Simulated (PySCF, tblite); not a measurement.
# C₆H₁₇AlB₂: geometry, infrared bands and NMR shifts

Aim: predict the infrared bands and NMR shifts of C₆H₁₇AlB₂ (`CC[C@@H]([AlH2])BBC(C)C`).

Programs: tblite 0.8.0 and PySCF 2.14.0, with density-fitted response routines of our own. Each step states its level of theory. These are calculated values for one molecule in the gas phase, unless marked as measured. Atoms are numbered from 0 throughout.

**1. The starting structure**

26 atoms, charge 0, multiplicity 1; geometry from: force field or distance geometry start.

Bonds of the start (Å): C0–C1 1.50, C1–C2 1.53, C2–Al3 2.00, C2–B4 1.58, B4–B5 1.65, B5–C6 1.60, C6–C7 1.53, C6–C8 1.50, C0–H9 1.12, C0–H10 1.11, C0–H11 1.13, C1–H12 1.10, C1–H13 1.12, C2–H14 1.09, Al3–H15 1.61, Al3–H16 1.61, B4–H17 1.19, B5–H18 1.20, C6–H19 1.10, C7–H20 1.11, C7–H21 1.10, C7–H22 1.11, C8–H23 1.12, C8–H24 1.11, C8–H25 1.11.

**2. Optimising the geometry with GFN2-xTB**

What the job is given:

```
{"job": {"kind": "relax", "xc": "GFN2-xTB", "basis": "xTB"}, "charge": 0, "multiplicity": 1}
C     -3.228800     1.264500    -0.568100
C     -2.956000    -0.208000    -0.453900
C     -1.638400    -0.474900     0.285800
Al    -1.416300    -2.458700     0.352900
B     -0.410900     0.066800    -0.547400
B      0.835300     0.782300     0.257600
C      2.333500     0.431000    -0.170000
C      2.694300    -0.901400     0.491000
C      3.276600     1.487700     0.338000
H     -2.911200     1.809900     0.352500
H     -2.720900     1.673800    -1.461300
H     -4.345500     1.410100    -0.709200
H     -3.786900    -0.716800     0.067300
H     -2.881100    -0.678700    -1.470800
H     -1.711000    -0.003300     1.271000
H     -0.498500    -3.007900     1.562300
H     -2.606100    -3.411300    -0.175900
H     -0.107000    -0.605500    -1.485800
H      0.626900     1.718500     0.976500
H      2.461600     0.305900    -1.251800
H      3.790000    -1.040700     0.389800
H      2.226800    -1.718800    -0.072600
H      2.386600    -0.933000     1.558400
H      3.977900     1.025000     1.078600
H      3.903300     1.948500    -0.456500
H      2.684800     2.257600     0.884800
```

Launch:

```bash
OMP_NUM_THREADS=1 python probes_run.py task.json out
```

This one command runs all jobs of the session in turn.

**Question.** This job is followed by: GFN2-xTB harmonic vibrations, gas phase; GIAO PBE0/pcSseg-1 NMR shielding, non-relativistic, gas phase. What will the session give for the following? strongest single infrared mode (GFN2-xTB); zero-point energy (GFN2-xTB); 13C shifts against TMS (PBE0/pcSseg-1); 1H shifts against TMS (PBE0/pcSseg-1, means over atoms taken as alike); 27Al shifts against AlH4- (PBE0/pcSseg-1); 11B shifts against BF3·OEt2 (PBE0/pcSseg-1); surface potential, 1st and 99th percentile.

**Answer**, as computed:

```
                                                              quantity                                                           value
                             strongest single infrared mode (GFN2-xTB)                                            785 cm⁻¹, 441 km/mol
                                          zero-point energy (GFN2-xTB)                                                  131.4 kcal/mol
                                13C shifts against TMS (PBE0/pcSseg-1)                          66.6, 37.0, 31.0, 28.2, 26.8, 22.4 ppm
1H shifts against TMS (PBE0/pcSseg-1, means over atoms taken as alike)  9.30, 8.96, 5.09, 3.61, 2.33, 1.67, 1.61, 1.28, 1.28, 1.21 ppm
                             27Al shifts against AlH4- (PBE0/pcSseg-1)                                                       160.3 ppm
                           11B shifts against BF3·OEt2 (PBE0/pcSseg-1)                                                 105.9, 87.0 ppm
                                 surface potential, 1st and 99th percentile                                              -0.61 V and 1.46 V
```

What this shows: Relaxing lowered the energy by 1.526 eV in 199 steps; the close pair that moved most is Al3–H15, from 1.615 to 1.551 Å. All 72 modes are real, so the xTB geometry is a minimum. The strongest single mode, at 785 cm⁻¹, moves mainly H15 and H16. Unscaled tight-binding wavenumbers are off by several per cent, some by more. Its intensities can rank the bands wrongly. At PBE0/pcSseg-1: Shielding is most anisotropic at B5 (span 233 ppm, paramagnetic term -200 ppm). At PBE0/pcSseg-1, counted by nearest atom on the grid, the HOMO lies on C2 25 %; B4 17 %, the LUMO on B4 18 %; Al3 16 %.
